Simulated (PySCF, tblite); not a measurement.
**C₆H₁₁F₃Si: geometry, infrared bands and NMR shifts**

What infrared bands and NMR shifts should C₆H₁₁F₃Si (`CC[C@H]1C[Si@](F)(C(F)F)C1`) show?

Computed with tblite 0.8.0 and PySCF 2.14.0, with density-fitted response routines of our own, on a single molecule in the gas phase. Atoms are numbered from 0 throughout.

## 1. Starting geometry

21 atoms, charge 0, multiplicity 1; geometry from: force field or distance geometry start.

Bonds of the start (Å): C0–C1 1.50, C1–C2 1.54, C2–C3 1.55, C3–Si4 1.86, Si4–F5 1.59, Si4–C6 1.80, C6–F7 1.36, C6–F8 1.37, Si4–C9 1.88, C9–C2 1.57, C0–H10 1.09, C0–H11 1.09, C0–H12 1.11, C1–H13 1.10, C1–H14 1.09, C2–H15 1.11, C3–H16 1.10, C3–H17 1.11, C6–H18 1.08, C9–H19 1.09, C9–H20 1.10.

## 2. Relaxing the molecule with GFN2-xTB

The job: settings as JSON, then the geometry in Å.

```
{"job": {"kind": "relax", "xc": "GFN2-xTB", "basis": "xTB"}, "charge": 0, "multiplicity": 1}
C     -2.772000     0.625000    -0.251200
C     -1.885100    -0.205200     0.633700
C     -0.396400     0.094300     0.376100
C      0.592000    -0.764500     1.213700
Si     1.805400    -0.688600    -0.190000
F      2.412800    -2.106500    -0.592900
C      2.948300     0.704900    -0.207900
F      2.286500     1.889500    -0.092400
F      3.787700     0.648800     0.871800
C      0.146900    -0.378900    -1.016900
H     -2.605200     1.695200    -0.097800
H     -2.608400     0.404400    -1.306300
H     -3.837700     0.422600    -0.020400
H     -2.109600     0.008100     1.689200
H     -2.092200    -1.264500     0.481200
H     -0.238900     1.177400     0.551000
H      0.913100    -0.309500     2.164600
H      0.246400    -1.796300     1.426700
H      3.567800     0.761100    -1.095800
H     -0.304300    -1.291500    -1.400100
H      0.133900     0.391100    -1.799900
```

Started as:

```sh
$ OMP_NUM_THREADS=1 python probes_run.py task.json out
```

One launch serves the whole session: the jobs run in the order shown.

**Question.** This job is followed by: GFN2-xTB harmonic vibrations, gas phase; GIAO PBE0/pcSseg-1 NMR shielding, non-relativistic, gas phase. What will the session give for the following? strongest single infrared mode (GFN2-xTB); zero-point energy (GFN2-xTB); ¹³C shifts against TMS (PBE0/pcSseg-1, means over atoms taken as alike); ¹H shifts against TMS (PBE0/pcSseg-1, means over atoms taken as alike); ²⁹Si shifts against TMS (PBE0/pcSseg-1); ¹⁹F shifts against CFCl3 (PBE0/pcSseg-1, means over atoms taken as alike).

**Answer**, as computed:

| quantity | value |
| --- | --- |
| strongest single infrared mode (GFN2-xTB) | 1003 cm⁻¹, 159 km/mol |
| zero-point energy (GFN2-xTB) | 101.7 kcal/mol |
| ¹³C shifts against TMS (PBE0/pcSseg-1, means over atoms taken as alike) | 125.4, 38.0, 32.2, 30.0, 14.6 ppm |
| ¹H shifts against TMS (PBE0/pcSseg-1, means over atoms taken as alike) | 6.38, 2.26, 1.78, 1.45, 1.44, 0.98 ppm |
| ²⁹Si shifts against TMS (PBE0/pcSseg-1) | 21.3 ppm |
| ¹⁹F shifts against CFCl3 (PBE0/pcSseg-1, means over atoms taken as alike) | -162.4, -175.8 ppm |

In words: The optimisation took 97 steps and gained 0.547 eV; among the close pairs (by a distance rule), Si4–C6 changed most, from 1.802 to 1.934 Å. All 57 modes are real, so the xTB geometry is a minimum. The strongest single mode, at 1003 cm⁻¹, moves mainly C6. Unscaled tight-binding wavenumbers are off by several per cent, some by more. Its intensities can rank the bands wrongly. The most deshielded hydrogen is H18 (hydrogen on an sp3 CH bonded to 2 F and Si), at 6.38 ppm: its carbon carries F, which withdraws density. At PBE0/pcSseg-1: The widest tensor belongs to F7, F8: span 269 ppm, with a paramagnetic part of -139 ppm.
